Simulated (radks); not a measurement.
# Ba²⁴⁺ in [Ar] 3d10 4s2 4p2: an all-electron calculation

Aim: the levels, the sizes of the orbitals and the parts of the energy of the barium ion Ba24+.

Method: scalar-relativistic Kohn-Sham, LDA (Slater exchange, Perdew-Wang correlation), spin-polarised, spherical densities, finite nucleus; open shells are filled with parallel spins first. Code: radks (a radial shooting solver on a logarithmic mesh, Libxc functionals) version 1.

### Step 1. The atom as given

| Item | Value |
| --- | --- |
| element | barium (Z = 56) |
| charge | +24 |
| electrons | 32 |
| configuration | [Ar] 3d10 4s2 4p2 |
| nuclear rms radius | 4.8378 fm |

The outer shells:

Ba²⁴⁺
```
[Ar] core
3d [↑↓][↑↓][↑↓][↑↓][↑↓]
4s [↑↓]
4p [↑ ][↑ ][  ]
```

### Step 2. The run

The run's settings:

```text
Z 56
configuration [Ar] 3d10 4s2 4p2 5s0 4d0 5p0 4f0
relativity scalar-relativistic
functional lda,pw
spin polarised
nucleus finite rms 4.8378 fm
c 137.035999084
```

Command:

```
$ python run_ks.py task.json out
```

All runs below come from this command, one after another.

**Question.** What will this run give?

**Answer**, as computed:

```
                        quantity                    value
                    total energy       -7860.6637 hartree
exchange-correlation share of it                   2.10 %
                            −T/E                   1.0572
          highest occupied level        4p up, -782.47 eV
    most extended occupied level  4p up, <r> = 0.621 bohr
 radius at density 0.001 e/bohr³                1.41 bohr
    maxima of the radial density                        3
         ionisation energy, NIST          809 (theory) eV
```

4 principal shells are occupied and 3 maxima appear in the radial density; where shells overlap, one shows as a shoulder or not at all. −T/E is 1.057: with relativity the kinetic term as defined here no longer equals −E. Minus the highest eigenvalue, 782.47 eV, is 97 % of the tabulated ionisation energy (809 eV). Open shells are spherical and high-spin; term and fine-structure splittings are not resolved. Spin-orbit splitting is averaged out at the scalar-relativistic level.
